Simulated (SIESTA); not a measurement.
Crystal: InSe2.

```
In Se
1.0
     3.89489    0.00000    0.00000
     0.00000    3.89489    0.00000
     0.00000    0.00000    9.62623
In Se
2 4
Direct
  0.50000 0.00000 0.29353
  0.00000 0.50000 0.70647
  0.50000 0.50000 0.00000
  0.00000 0.00000 0.00000
  0.50000 0.00000 0.63379
  0.00000 0.50000 0.36621
```

The cell comes from a database or a generator and needn't be the stable form of this composition.

```yaml
Program: SIESTA 5.4.2
Task: single point
Functional: PBE
Potentials_or_basis: PseudoDojo 0.4 standard (PBE files)
Basis: DZP (energy shift 0.003 Ry; two zetas on semicore shells)
Grid_cutoff: 500 Ry
Energy_shift: 0.003 Ry
k_mesh: 7 × 7 × 3
Occupations: fermi-dirac, width 0.05 eV
Spin: no spin polarisation
```

On this cell: pressure 1.5 GPa; largest force 0.077 eV/Å; band gap on the k mesh none (metal or under the smearing width).

The same run follows on a disturbed copy (atoms moved at random, drawn with an rms of 0.05 Å):

```
In Se
1.0
     3.89489    0.00000    0.00000
     0.00000    3.89489    0.00000
     0.00000    0.00000    9.62623
In Se
2 4
Direct
  0.49272 0.01000 0.29212
  0.99401 0.50633 0.70505
  0.49203 0.50503 0.99834
  0.00540 0.99431 0.99940
  0.50056 0.01087 0.63587
  0.00047 0.49954 0.36723
```

What changes?

The energy (extrapolated to zero smearing) moves by +3.1 meV/atom; pressure 1.6 GPa; largest force 0.364 eV/Å; band gap on the k mesh none (metal or under the smearing width).

Forces on the atoms (eV/Å):
```
In   0.083 -0.095 -0.073
In   0.059  0.053  0.091
Se   0.284 -0.226  0.027
Se  -0.273  0.214  0.046
Se  -0.073 -0.087 -0.083
Se  -0.079  0.142 -0.009
```

Stress tensor (GPa, compression positive):
```
 2.37 -0.08  0.06
-0.08  2.43  0.13
 0.06  0.13 -0.11
```

Caveats: the basis of atomic orbitals isn't converged, which shifts pressures, moduli and gaps.
